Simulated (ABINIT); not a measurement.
# Br (Cmce) in ABINIT: a series of runs

The runs below take Br through positron lifetime, dielectric tensor, optical spectrum by the Bethe-Salpeter equation, with PBE, LDA.

Everything below comes from runs of ABINIT 10.8.3 (patched build). Logs are shortened: lines on timing, memory, paths and dates and some standing lists are left out, and cuts for length are marked. The log counts tension as positive stress, the text compression.

## (1) The crystal as given

Symmetry: Cmce, No. 64, orthorhombic system. Conventional cell: a = 6.726 Å, b = 4.645 Å, c = 8.702 Å, α = 90.00°, β = 90.00°, γ = 90.00°. Br (site symmetry m) has 1 Br at 2.29 Å as nearest neighbours.

## (2) Positron lifetime, PBE

run.abi

```
# Datasets
ndtset 2

# Pseudopotentials
pp_dirpath "./"
pseudos "Br.GGA_PBE-JTH.xml"

# Structure
acell 3*1.0 Angstrom
rprim
     3.3632500000    -2.3225500000     0.0000000000
     3.3632500000     2.3225500000     0.0000000000
     0.0000000000     0.0000000000     8.7023000000
ntypat 1
znucl 35
natom 4
typat 1 1 1 1
chkprim 0
chksymtnons 0
tolsym 1.0e-6
xred
   0.3651000000   0.6349000000   0.3901000000
   0.1349000000   0.8651000000   0.8901000000
   0.6349000000   0.3651000000   0.6099000000
   0.8651000000   0.1349000000   0.1099000000

# Plane-wave basis
ecut 11.0
pawecutdg 22.0

# Exchange and correlation
ixc 11

# SCF cycle
nstep 80

# Output
iomode 3
prteig 0
prtebands 0
prtwf 0

# Dataset 1: electrons
kptopt1 1
ngkpt1 5 5 2
nshiftk1 1
shiftk1 0.0 0.0 0.0
nband1 18
occopt1 3
tsmear1 0.05 eV
tolvrs1 1.0e-10
prtden1 1

# Dataset 2: positron in the electrons' density
positron2 1
ixcpositron2 31
getden2 1
kptopt2 0
nkpt2 1
kpt2 0.0 0.0 0.0
nband2 1
occopt2 2
occ2 1.0
posocc2 1.0
toldfe2 1.0e-7
nline2 10
nnsclo2 2
optforces2 0
optstress2 0
prtden2 0
```

Potentials or basis: JTH PAW PBE v2.0.

The run is started by

```sh
> abinit run.abi > log 2>&1
```

run.abo:

```text
.Version 10.8.3 of ABINIT
 DATASET    1 : space group Cm c a (# 64); Bravais oC (1-face-center ortho.)
================================================================================
 Values of the parameters that define the memory need for DATASET  1.
     intxc =       0    ionmov =       0      iscf =      17    lmnmax =       8
     lnmax =       4     mgfft =      50  mpssoang =       2    mqgrid =    3473
     natom =       4  nloc_mem =       2    nspden =       1   nspinor =       1
    nsppol =       1      nsym =       8    n1xccc =       1    ntypat =       1
    occopt =       3   xclevel =       2
       mpw =        1632          nfft =       28800          nkpt =          18
 PAW method is used; the additional fine FFT grid is defined by:
   mgfftf=        72    nfftf =     93312
================================================================================
================================================================================

 DATASET    2 : space group Cm c a (# 64); Bravais oC (1-face-center ortho.)
================================================================================
 Values of the parameters that define the memory need for DATASET  2.
     intxc =       0    ionmov =       0      iscf =      17    lmnmax =       8
     lnmax =       4     mgfft =      50  mpssoang =       2    mqgrid =    3473
     natom =       4  nloc_mem =       2    nspden =       1   nspinor =       1
    nsppol =       1      nsym =       8    n1xccc =       1    ntypat =       1
    occopt =       2   xclevel =       2
       mpw =         804          nfft =       28800          nkpt =           1
 PAW method is used; the additional fine FFT grid is defined by:
   mgfftf=        72    nfftf =     93312
================================================================================
================================================================================

--------------------------------------------------------------------------------
------------- Echo of variables that govern the present computation ------------
--------------------------------------------------------------------------------
 -outvars: echo values of preprocessed input variables --------
            acell      1.8897261259E+00  1.8897261259E+00  1.8897261259E+00 Bohr
              amu      7.99040000E+01
          chkprim           0
      chksymtnons           0
             ecut      1.10000000E+01 Hartree
           getden1          0
           getden2          1
              ixc          11
      ixcpositron1          1
      ixcpositron2         31
           jdtset        1    2
           kptopt1          1
           kptopt2          0
         kptrlatt        5    0    0      0    5    0      0    0    2
          kptrlen1     3.28899273E+01
          kptrlen2     3.00000000E+01
[... 402 lines left out ...]

 ----iterations are completed or convergence reached----

 Mean square residual over all n,k,spin=   20.372E-23; max=  20.372E-23
 reduced coordinates (array xred) for    4 atoms
       0.365100000000      0.634900000000      0.390100000000
       0.134900000000      0.865100000000      0.890100000000
       0.634900000000      0.365100000000      0.609900000000
       0.865100000000      0.134900000000      0.109900000000
 rms dE/dt=  0.0000E+00; max dE/dt=  0.0000E+00; dE/dt below (all hartree)
    1       0.000000000000      0.000000000000      0.000000000000
    2       0.000000000000      0.000000000000      0.000000000000
    3       0.000000000000      0.000000000000      0.000000000000
    4       0.000000000000      0.000000000000      0.000000000000

 cartesian coordinates (angstrom) at end:
    1      3.36325000000000     0.62662399000000     3.39476723000000
    2      3.36325000000000     1.69592601000000     7.74591723000000
    3      3.36325000000000    -0.62662399000000     5.30753277000000
    4      3.36325000000000    -1.69592601000000     0.95638277000000
 length scales=  1.889726125908  1.889726125908  1.889726125908 bohr
              =  1.000000000000  1.000000000000  1.000000000000 angstroms
 Fermi (or HOMO) energy (hartree) =  -0.27915   Average Vxc (hartree)=  -0.25571
 Eigenvalues (hartree) for nkpt=   1  k points:
 kpt#   1, nband=  1, wtk=  1.00000, kpt=  0.0000  0.0000  0.0000 (reduced coord)
  -0.27915

--- !EnergyTerms
iteration_state     : {dtset: 2, }
comment             : Components of total free energy in Hartree
kinetic             :  5.55856970766567E-02
local_psp           : -3.25969702538385E-01
PAW spherical_terms :  1.35368013399124E-03
positronic          : -2.69030325327737E-01
electronic          : -5.43964690211395E+01
electron_positron_interaction: -1.00742727013567E-02
total_energy        : -5.46755736191686E+01
total_energy_eV     : -1.48779815197177E+03
...

--- !EnergyTermsDC
iteration_state     : {dtset: 2, }
comment             : '"Double-counting" decomposition of free energy'
band_energy         : -2.79152785752399E-01
PAW spherical_terms :  0.00000000000000E+00
electron_positron_dc:  1.00740086332805E-02
positronic          : -2.69078777119123E-01
electronic          : -5.43964690211395E+01
electron_positron_interaction: -1.00742727013567E-02
total_energy_dc     : -5.46756220709600E+01
total_energy_dc_eV  : -1.48779947041217E+03
...

== END DATASET(S) ==============================================================
================================================================================

 -outvars: echo values of variables after computation  --------
            acell      1.8897261259E+00  1.8897261259E+00  1.8897261259E+00 Bohr
           etotal1    -5.4396469021E+01
           etotal2    -5.4675622071E+01
            fcart1     5.6359721743E-19  8.2812483414E-03 -1.5138825860E-02
                      -2.9065404339E-19 -8.2812483414E-03 -1.5138825860E-02
                      -2.9065404339E-19 -8.2812483414E-03  1.5138825860E-02
                       1.7710869350E-20  8.2812483414E-03  1.5138825860E-02
            fcart2     9.9999999999E+99  9.9999999999E+99  9.9999999999E+99
                       9.9999999999E+99  9.9999999999E+99  9.9999999999E+99
                       9.9999999999E+99  9.9999999999E+99  9.9999999999E+99
                       9.9999999999E+99  9.9999999999E+99  9.9999999999E+99
            rprim      3.3632500000E+00 -2.3225500000E+00  0.0000000000E+00
                       3.3632500000E+00  2.3225500000E+00  0.0000000000E+00
                       0.0000000000E+00  0.0000000000E+00  8.7023000000E+00
           strten1    -3.6756190451E-05 -3.9483188539E-05 -9.8598405483E-05
                       0.0000000000E+00  0.0000000000E+00  0.0000000000E+00
           strten2     9.9999999999E+99  9.9999999999E+99  9.9999999999E+99
                       9.9999999999E+99  9.9999999999E+99  9.9999999999E+99
           xangst      3.3632500000E+00  6.2662399000E-01  3.3947672300E+00
                       3.3632500000E+00  1.6959260100E+00  7.7459172300E+00
                       3.3632500000E+00 -6.2662399000E-01  5.3075327700E+00
                       3.3632500000E+00 -1.6959260100E+00  9.5638277000E-01
             xred      3.6510000000E-01  6.3490000000E-01  3.9010000000E-01
                       1.3490000000E-01  8.6510000000E-01  8.9010000000E-01
                       6.3490000000E-01  3.6510000000E-01  6.0990000000E-01
                       8.6510000000E-01  1.3490000000E-01  1.0990000000E-01
 Calculation completed.
```

Wall time 16 s (1 thread of Arm Neoverse V1, shared host); peak memory 0.09 GiB.

What came out:

```yaml
Free_energy: -1480.2033 eV
Pressure: 1.7 GPa
Largest_force: 0.887 eV/Å
Band_gap_on_the_k_mesh: 1.90 eV, indirect (least direct gap 1.91 eV)
Positron_lifetime_core_in_the_independent-particle_model: 306 ps
Positron_lifetime: 306 ps
```

Forces in eV/Å, atoms in the order of the input:
```
Br   0.000  0.426 -0.778
Br   0.000 -0.426 -0.778
Br   0.000 -0.426  0.778
Br   0.000  0.426  0.778
```

Caveat: the PAW basis is incomplete for the positron; an odd mesh through Γ misses points on the zone boundary, where band edges often lie; the atomic spheres overlap.

## (3) Dielectric tensor, LDA

run.abi

```
# Datasets
ndtset 3

# Pseudopotentials
pp_dirpath "./"
pseudos "Br.upf"

# Structure
acell 3*1.0 Angstrom
rprim
     3.3632500000    -2.3225500000     0.0000000000
     3.3632500000     2.3225500000     0.0000000000
     0.0000000000     0.0000000000     8.7023000000
ntypat 1
znucl 35
natom 4
typat 1 1 1 1
chkprim 0
chksymtnons 0
tolsym 1.0e-6
xred
   0.3651000000   0.6349000000   0.3901000000
   0.1349000000   0.8651000000   0.8901000000
   0.6349000000   0.3651000000   0.6099000000
   0.8651000000   0.1349000000   0.1099000000

# Plane-wave basis
ecut 18.0

# k points
ngkpt 6 6 2
nshiftk 1
shiftk 0.0 0.0 0.0

# Exchange and correlation
ixc 7

# Bands and occupations
nband 14
occopt 1

# SCF cycle
nstep 80
diemac 6.0

# Output
prteig 0
prtebands 0
prtwf 0
prtden 0
prtpot 0

# Dataset 1: ground state
kptopt1 1
tolvrs1 1.0e-15
prtwf1 1

# Dataset 2: derivatives of the wave functions by k
iscf2 -3
rfelfd2 2
rfdir2 1 1 1
getwfk2 1
kptopt2 2
nqpt2 1
qpt2 0.0 0.0 0.0
tolwfr2 1.0e-18
prtwf2 1

# Dataset 3: response at q = 0 to electric field
rfelfd3 3
rfdir3 1 1 1
getwfk3 1
getddk3 2
kptopt3 2
nqpt3 1
qpt3 0.0 0.0 0.0
tolvrs3 1.0e-8
```

mrgddb.in

```
merged_DDB
Br
2
runo_DS1_DDB
runo_DS3_DDB
```

anaddb.abi

```
ddb_filepath "merged_DDB"
output_file "anaddb.abo"
outdata_prefix "ana"
asr 1
chneut 1
dipdip 1
dieflag 2
enunit 0
```

Potentials or basis: PseudoDojo NC SR LDA v0.4.1 standard.

The run is started by

```sh
> abinit run.abi > log 2>&1
> mrgddb < mrgddb.in > mrgddb.log 2>&1
> anaddb anaddb.abi > anaddb.log 2>&1
```

run.abo:

```text
.Version 10.8.3 of ABINIT
 DATASET    1 : space group Cm c a (# 64); Bravais oC (1-face-center ortho.)
================================================================================
 Values of the parameters that define the memory need for DATASET  1.
     intxc =       0    ionmov =       0      iscf =       7    lmnmax =       6
     lnmax =       6     mgfft =      64  mpssoang =       3    mqgrid =    3141
     natom =       4  nloc_mem =       1    nspden =       1   nspinor =       1
    nsppol =       1      nsym =       8    n1xccc =    2501    ntypat =       1
    occopt =       1   xclevel =       1
       mpw =        3370          nfft =       57600          nkpt =          26
================================================================================
================================================================================

 DATASET    2 : space group Cm c a (# 64); Bravais oC (1-face-center ortho.)
================================================================================
 Values of the parameters that define the memory need for DATASET  2 (RF).
[... 711 lines left out ...]
                       1.8755591413E-19  5.6200585790E-03  1.2264320804E-02
            fcart3     0.0000000000E+00  0.0000000000E+00  0.0000000000E+00
                       0.0000000000E+00  0.0000000000E+00  0.0000000000E+00
                       0.0000000000E+00  0.0000000000E+00  0.0000000000E+00
                       0.0000000000E+00  0.0000000000E+00  0.0000000000E+00
            rprim      3.3632500000E+00 -2.3225500000E+00  0.0000000000E+00
                       3.3632500000E+00  2.3225500000E+00  0.0000000000E+00
                       0.0000000000E+00  0.0000000000E+00  8.7023000000E+00
           strten1     5.4126961178E-05  8.2167202610E-05  4.0488048537E-05
                       0.0000000000E+00  0.0000000000E+00  0.0000000000E+00
           strten3     0.0000000000E+00  0.0000000000E+00  0.0000000000E+00
                       0.0000000000E+00  0.0000000000E+00  0.0000000000E+00
           xangst      3.3632500000E+00  6.2662399000E-01  3.3947672300E+00
                       3.3632500000E+00  1.6959260100E+00  7.7459172300E+00
                       3.3632500000E+00 -6.2662399000E-01  5.3075327700E+00
                       3.3632500000E+00 -1.6959260100E+00  9.5638277000E-01
             xred      3.6510000000E-01  6.3490000000E-01  3.9010000000E-01
                       1.3490000000E-01  8.6510000000E-01  8.9010000000E-01
                       6.3490000000E-01  3.6510000000E-01  6.0990000000E-01
                       8.6510000000E-01  1.3490000000E-01  1.0990000000E-01
 Calculation completed.
```

anaddb.abo:

```text
.Version 10.8.3 of ANADDB
================================================================================

 -outvars_anaddb: echo values of input variables ----------------------

 Flags :
     dieflag         2
[... 55 lines left out ...]
         3         2    0.000000E+00    0.000000E+00   -1.066423E+00
         3         3    0.000000E+00   -6.357558E-01    0.000000E+00
         4         1    0.000000E+00    0.000000E+00   -2.105311E-17
         4         2    0.000000E+00    0.000000E+00    1.066423E+00
         4         3    0.000000E+00    6.357558E-01    0.000000E+00
 Now, the imaginary part of the dynamical matrix is zeroed

================================================================================

 anaddb : the run completed successfully.
```

Wall time 6.2 min (1 thread of Arm Neoverse V1, shared host); peak memory 0.15 GiB.

What came out:

| Quantity | Value |
| --- | --- |
| Free energy | -1717.3310 eV |
| Pressure | -1.7 GPa |
| Largest force | 0.694 eV/Å |
| Electronic dielectric tensor (diagonal) | 2.78, 4.94, 8.13 |
| Born charges (mean of the diagonal) | Br +0.00 e |

Forces in eV/Å, atoms in the order of the input:
```
Br   0.000  0.289 -0.631
Br   0.000 -0.289 -0.631
Br   0.000 -0.289  0.631
Br   0.000  0.289  0.631
```

Electronic dielectric tensor:
```
2.78 0.00 0.00
0.00 4.94 0.00
0.00 0.00 8.13
```

Born effective charge tensors (e):
atom 1, Br
```
 0.00  0.00  0.00
 0.00  0.00 -0.64
 0.00 -1.07  0.00
```
atom 2, Br
```
0.00 0.00 0.00
0.00 0.00 0.64
0.00 1.07 0.00
```
atom 3, Br
```
 0.00  0.00  0.00
 0.00  0.00 -0.64
 0.00 -1.07  0.00
```
atom 4, Br
```
0.00 0.00 0.00
0.00 0.00 0.64
0.00 1.07 0.00
```

Caveat: the k mesh is coarse (spacing up to 0.36 Å⁻¹), so the values aren't converged.

## (4) Dielectric tensor, PBE

Edit run.abi of step 3 so:

```diff
@@ -8,7 +8,7 @@
 # Structure
-acell 3*1.0 Angstrom
+acell 7.7238007882 7.7238007882 16.4449636543
 rprim
-     3.3632500000    -2.3225500000     0.0000000000
-     3.3632500000     2.3225500000     0.0000000000
-     0.0000000000     0.0000000000     8.7023000000
+     0.8228618996    -0.5682414049     0.0000000000
+     0.8228618996     0.5682414049     0.0000000000
+     0.0000000000     0.0000000000     1.0000000000
 ntypat 1
@@ -30,3 +30,3 @@
 # k points
-ngkpt 6 6 2
+ngkpt 4 4 2
 nshiftk 1
@@ -35,3 +35,3 @@
 # Exchange and correlation
-ixc 7
+ixc 11
```

mrgddb.in is that of step 3.

Edit anaddb.abi of step 3 so:

```diff
@@ -3,3 +3,3 @@
 outdata_prefix "ana"
-asr 1
+asr 2
 chneut 1
```

Potentials or basis: PseudoDojo NC SR PBE v0.4.1 standard.

The run is started by

```sh
> abinit run.abi > log 2>&1
> mrgddb < mrgddb.in > mrgddb.log 2>&1
> anaddb anaddb.abi > anaddb.log 2>&1
```

run.abo:

```text
.Version 10.8.3 of ABINIT
 DATASET    1 : space group Cm c a (# 64); Bravais oC (1-face-center ortho.)
================================================================================
 Values of the parameters that define the memory need for DATASET  1.
     intxc =       0    ionmov =       0      iscf =       7    lmnmax =       6
     lnmax =       6     mgfft =      64  mpssoang =       3    mqgrid =    3141
     natom =       4  nloc_mem =       1    nspden =       1   nspinor =       1
    nsppol =       1      nsym =       8    n1xccc =    2501    ntypat =       1
    occopt =       1   xclevel =       2
       mpw =        3359          nfft =       57600          nkpt =          14
================================================================================
================================================================================

 DATASET    2 : space group Cm c a (# 64); Bravais oC (1-face-center ortho.)
================================================================================
 Values of the parameters that define the memory need for DATASET  2 (RF).
     intxc =       0      iscf =      -3    lmnmax =       6     lnmax =       6
     mgfft =      64  mpssoang =       3    mqgrid =    3141     natom =       4
  nloc_mem =       1    nspden =       1   nspinor =       1    nsppol =       1
      nsym =       8    n1xccc =    2501    ntypat =       1    occopt =       1
   xclevel =       2
      nfft =       57600          nkpt =          20
================================================================================
[... 692 lines left out ...]
================================================================================

 -outvars: echo values of variables after computation  --------
            acell      7.7238007882E+00  7.7238007882E+00  1.6444963654E+01 Bohr
           etotal1    -6.2922665810E+01
           etotal2    -4.2913659166E+00
           etotal3    -7.0556146354E+01
            fcart1    -3.9929740388E-19  8.1782539629E-03 -1.5021970811E-02
                       7.0251489933E-20 -8.1782539629E-03 -1.5021970811E-02
                       6.1613783837E-19 -8.1782539629E-03  1.5021970811E-02
                      -2.8709192443E-19  8.1782539629E-03  1.5021970811E-02
            fcart3     0.0000000000E+00  0.0000000000E+00  0.0000000000E+00
                       0.0000000000E+00  0.0000000000E+00  0.0000000000E+00
                       0.0000000000E+00  0.0000000000E+00  0.0000000000E+00
                       0.0000000000E+00  0.0000000000E+00  0.0000000000E+00
            rprim      8.2286189960E-01 -5.6824140490E-01  0.0000000000E+00
                       8.2286189960E-01  5.6824140490E-01  0.0000000000E+00
                       0.0000000000E+00  0.0000000000E+00  1.0000000000E+00
           strten1    -2.6816626377E-05 -3.0269603286E-05 -9.0199711213E-05
                       0.0000000000E+00  0.0000000000E+00  0.0000000000E+00
           strten3     0.0000000000E+00  0.0000000000E+00  0.0000000000E+00
                       0.0000000000E+00  0.0000000000E+00  0.0000000000E+00
           xangst      3.3632499978E+00  6.2662398962E-01  3.3947672277E+00
                       3.3632499978E+00  1.6959260090E+00  7.7459172247E+00
                       3.3632499978E+00 -6.2662398962E-01  5.3075327664E+00
                       3.3632499978E+00 -1.6959260090E+00  9.5638276935E-01
             xred      3.6510000000E-01  6.3490000000E-01  3.9010000000E-01
                       1.3490000000E-01  8.6510000000E-01  8.9010000000E-01
                       6.3490000000E-01  3.6510000000E-01  6.0990000000E-01
                       8.6510000000E-01  1.3490000000E-01  1.0990000000E-01
 Calculation completed.
```

Wall time 2.3 min (1 thread of Arm Neoverse V2, shared host); peak memory 0.12 GiB.

What came out:

| Quantity | Value |
| --- | --- |
| Free energy | -1712.2130 eV |
| Pressure | 1.4 GPa |
| Largest force | 0.880 eV/Å |
| Electronic dielectric tensor (diagonal) | 2.66, 4.65, 7.62 |
| Born charges (mean of the diagonal) | Br +0.00 e |

Forces on the atoms (eV/Å):
```
Br   0.000  0.421 -0.772
Br   0.000 -0.421 -0.772
Br   0.000 -0.421  0.772
Br   0.000  0.421  0.772
```

Stress tensor (GPa, compression positive):
```
0.79 0.00 0.00
0.00 0.89 0.00
0.00 0.00 2.65
```

Electronic dielectric tensor:
```
2.66 0.00 0.00
0.00 4.65 0.00
0.00 0.00 7.62
```

Born effective charge tensors (e):
atom 1, Br
```
 0.00  0.00  0.00
 0.00  0.00 -0.62
 0.00 -1.03  0.00
```
atom 2, Br
```
0.00 0.00 0.00
0.00 0.00 0.62
0.00 1.03 0.00
```
atom 3, Br
```
 0.00  0.00  0.00
 0.00  0.00 -0.62
 0.00 -1.03  0.00
```
atom 4, Br
```
0.00 0.00 0.00
0.00 0.00 0.62
0.00 1.03 0.00
```

Caveat: the k mesh is coarse (spacing up to 0.41 Å⁻¹), so the values aren't converged.

(Continued in part 2 of 2.)
